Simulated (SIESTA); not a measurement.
**NaSrTiBiO6 under changes of volume**

One of the cells (13.411 Å³/atom); the others are scaled copies at fixed shape and fractional positions:

```
Bi Sr Ti Na O
1.0
     0.00000    4.06271    4.06271
     4.06271    0.00000    4.06271
     4.06271    4.06271    0.00000
Bi Sr Ti Na O
1 1 1 1 6
Direct
  0.00000 0.00000 0.00000
  0.25000 0.25000 0.25000
  0.50000 0.50000 0.50000
  0.75000 0.75000 0.75000
  0.74134 0.74134 0.25866
  0.25866 0.25866 0.74134
  0.74134 0.25866 0.74134
  0.25866 0.74134 0.25866
  0.25866 0.74134 0.74134
  0.74134 0.25866 0.25866
```

The cell comes from a database or a generator and needn't be the stable form of this composition.

| Property | Result |
| --- | --- |
| Program | SIESTA 5.4.2 |
| Functional | LDA |
| Potentials or basis | PseudoDojo 0.4 standard (LDA files) |
| Basis | DZP (energy shift 0.003 Ry; two zetas on semicore shells; d shell added on Sr) |
| Grid cutoff | 800 Ry |
| Energy shift | 0.003 Ry |
| k mesh | 4 × 4 × 4 |
| Occupations | fermi-dirac, width 0.05 eV |
| Spin | no spin polarisation |

```tsv
volume (Å³/atom)	energy over the lowest point (meV/atom)	pressure (GPa)	gap on the mesh (eV)	largest force (eV/Å)
12.607	0.77	2.2	0.84	0.326
12.875	0.00	-1.2	0.67	0.330
13.143	4.53	-4.2	0.52	0.333
13.411	13.85	-6.8	0.38	0.352
13.680	?	?	?	?
13.948	44.54	-11.0	0.14	0.420
14.216	64.64	-12.7	none	0.474
```

**Question.** What does the run at 13.680 Å³/atom give?

**Answer.** Energy over the lowest point 27.37 meV/atom; pressure -9.1 GPa; gap on the mesh 0.25 eV; largest force 0.373 eV/Å.

Worked out: A Birch-Murnaghan fit of order 3 (a polynomial in V^(-2/3)) to the other rows has its minimum at 12.78 Å³/atom with B0 = V·E''(V) = 163 GPa and B' = 5.6 at fixed shape and positions, which overstates the stiffness. It gives 27.42 meV/atom at 13.680 Å³/atom, against the run's 27.37, and -dE/dV = -9.2 GPa, against -9.1.

Energies are extrapolated to zero smearing.

Caveats: the basis of atomic orbitals isn't converged, which shifts pressures, moduli and gaps; spin-orbit coupling is left out, which as a rule narrows the gap of such compounds by several tenths of an eV (some runs); spin-orbit coupling is left out, which moves the levels of the heavy elements (some runs); semilocal functionals often make such compounds metallic where correlation or magnetic order opens a gap, which also shifts bond lengths (some runs).

A mesh can miss the band edges.

A gap of «none» marks a metal or a gap under the smearing width.
